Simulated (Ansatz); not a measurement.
# C₂H₈BNSi: a ladder of functionals and wavefunction methods

Aim: compute C₂H₈BNSi with functionals from several rungs and with coupled cluster, and see how far each lands from CCSD(T) at the basis-set limit for the atomisation energy.

Computed with Ansatz 0.2.0, Gaussian basis. Level: functionals in def2-TZVPP, the program's frozen cores in correlated methods.

Levels to be run: LDA (SPW92), PBE-D4, revPBE-D4, BLYP-D4, r2SCAN-D4, B97M-V, PBE0-D4, B3LYP-D4, r2SCANh-D4, r2SCAN0-D4, HSE06-D4, BHLYP-D4, CAM-B3LYP-D4, LC-ωPBE, ωB97X-V, ωB97M-V, B2PLYP, PBE-QIDH; CCSD(T)/def2-SVP; CCSD(T)/def2-TZVPP; MP2/def2-QZVPP; extrapolation to the limit; RPA on PBE.

## Step 1: Structure used throughout

All runs share one geometry, relaxed beforehand with PBE0-D4 in a triple-zeta def2 set.

13 atoms, charge 0, spin multiplicity 1.

Atoms are counted from 1 here; the program's logs count them from 0.

Bond lengths: C1–N2 1.421 Å, C1–H6 1.095 Å, C1–H7 1.091 Å, C1–H8 1.095 Å, N2–B3 1.336 Å, N2–C4 1.482 Å, B3–C4 1.575 Å, B3–H9 1.183 Å, C4–Si5 1.864 Å, C4–H10 1.096 Å, Si5–H11 1.493 Å, Si5–H12 1.489 Å, Si5–H13 1.490 Å. Angles: N2–C1–H6 110.9°, N2–C1–H7 109.6°, N2–C1–H8 110.8°, H6–C1–H7 108.8°, H6–C1–H8 107.9°, H7–C1–H8 108.8°, C1–N2–B3 159.0°, C1–N2–C4 133.2°, B3–N2–C4 67.7°, N2–B3–C4 60.6°, N2–B3–H9 145.7°, C4–B3–H9 153.7°, N2–C4–B3 51.7°, N2–C4–Si5 119.6°, N2–C4–H10 114.5°, B3–C4–Si5 122.5°, B3–C4–H10 117.6°, Si5–C4–H10 115.5° and more.

As a file:

```xyz
13

C    -1.46011    0.20988    1.25099
N    -0.47746    0.75122    0.37927
B     0.44081    1.59889   -0.09212
C     0.13065    0.27370   -0.88558
Si    1.27065   -1.20063   -0.85879
H    -1.15069   -0.77118    1.62662
H    -1.60678    0.88026    2.09957
H    -2.41556    0.08482    0.73090
H     1.00218    2.62621    0.07830
H    -0.52355    0.34811   -1.76133
H     0.54924   -2.50104   -0.72966
H     2.05820   -1.25058   -2.12101
H     2.20283   -1.08445    0.29763
```

## Step 2: LDA

This LDA is Slater exchange with PW92 correlation.

in.yaml reads:

```yaml
crystal:
  periodic: [false, false, false]
  atoms:
    - {symbol: C, position_ang: [-1.460108, 0.209875, 1.250991]}
    - {symbol: N, position_ang: [-0.477462, 0.751223, 0.379267]}
    - {symbol: B, position_ang: [0.440814, 1.598886, -0.092116]}
    - {symbol: C, position_ang: [0.130650, 0.273695, -0.885584]}
    - {symbol: Si, position_ang: [1.270652, -1.200634, -0.858786]}
    - {symbol: H, position_ang: [-1.150693, -0.771178, 1.626616]}
    - {symbol: H, position_ang: [-1.606784, 0.880264, 2.099573]}
    - {symbol: H, position_ang: [-2.415562, 0.084816, 0.730901]}
    - {symbol: H, position_ang: [1.002175, 2.626207, 0.078301]}
    - {symbol: H, position_ang: [-0.523547, 0.348114, -1.761325]}
    - {symbol: H, position_ang: [0.549237, -2.501041, -0.729657]}
    - {symbol: H, position_ang: [2.058196, -1.250581, -2.121012]}
    - {symbol: H, position_ang: [2.202830, -1.084447, 0.297631]}
basis:
  gaussian: {orbitals: def2-TZVPP}
hamiltonian: {xc: lda}
output: {orbitals: {seedname: orbitals}}
```

The run is started by

```console
$ ansatz run in.yaml --threads 4 --pin off --events-out ev --progress --plain --max-ram 10444MiB
```

Further steps of the session: PBE-D4 (GGA); revPBE-D4 (GGA); BLYP-D4 (GGA); r2SCAN-D4 (meta-GGA); B97M-V (meta-GGA); B3LYP-D4 (hybrid); r2SCANh-D4 (hybrid); r2SCAN0-D4 (hybrid); HSE06-D4 (hybrid); BHLYP-D4 (hybrid); CAM-B3LYP-D4 (range-separated); LC-ωPBE (range-separated); ωB97X-V (range-separated); ωB97M-V (range-separated); B2PLYP (double hybrid); PBE-QIDH (double hybrid); CCSD(T) in def2-SVP; CCSD(T) in def2-TZVPP; MP2 in def2-QZVPP; RPA on PBE orbitals.

Before running them: what should the planned runs give, taken together? Wanted: atomisation energy, CCSD(T)/CBS; farthest beyond LDA; mean size of error, GGA; mean size of error, meta-GGA; mean size of error, hybrid; mean size of error, range-separated; mean size of error, double hybrid; gap, smallest and largest; T1 diagnostic.

The runs gave:

```
                               quantity                                              value
        atomisation energy, CCSD(T)/CBS                                          48.679 eV
    functionals within 0.243 eV (0.5 %)  revPBE-D4, BLYP-D4, r2SCANh-D4, LC-ωPBE, PBE-QIDH
                    farthest beyond LDA                                 PBE-D4 (+1.128 eV)
                mean size of error, GGA                                           0.457 eV
           mean size of error, meta-GGA                                           0.335 eV
             mean size of error, hybrid                                           0.406 eV
    mean size of error, range-separated                                           0.402 eV
      mean size of error, double hybrid                                           0.158 eV
              gap, smallest and largest          4.76 eV (LDA (SPW92)), 11.88 eV (LC-ωPBE)
                          T1 diagnostic                                             0.0135
triples share of the correlation energy                                              4.0 %
```

In words: The LDA atomisation energy is off by 6.967 eV (14 %): it overbinds. PBE-D4 is off by +1.128 eV. Double hybrids carry the basis error of their MP2 part in triple zeta, and no dispersion term here, so their miss is partly the set-up's. By mean error the best rung here is double hybrid (0.158 eV) and the worst beyond LDA is GGA (0.457 eV). hybrid functionals lie within the reference's doubt of that worst mean (0.406 eV), so those two tie. The reference freezes the cores and leaves out relativity and excitations past (T), so misses under about 0.243 eV can't be ranked. Hartree-Fock recovers 74 % of the binding; the rest is correlation. CCSD(T) in def2-SVP is off by -2.284 eV, more than most functionals: a good method in a small basis is no reference. Orbital gaps span 4.8 to 11.9 eV; exact exchange widens them.
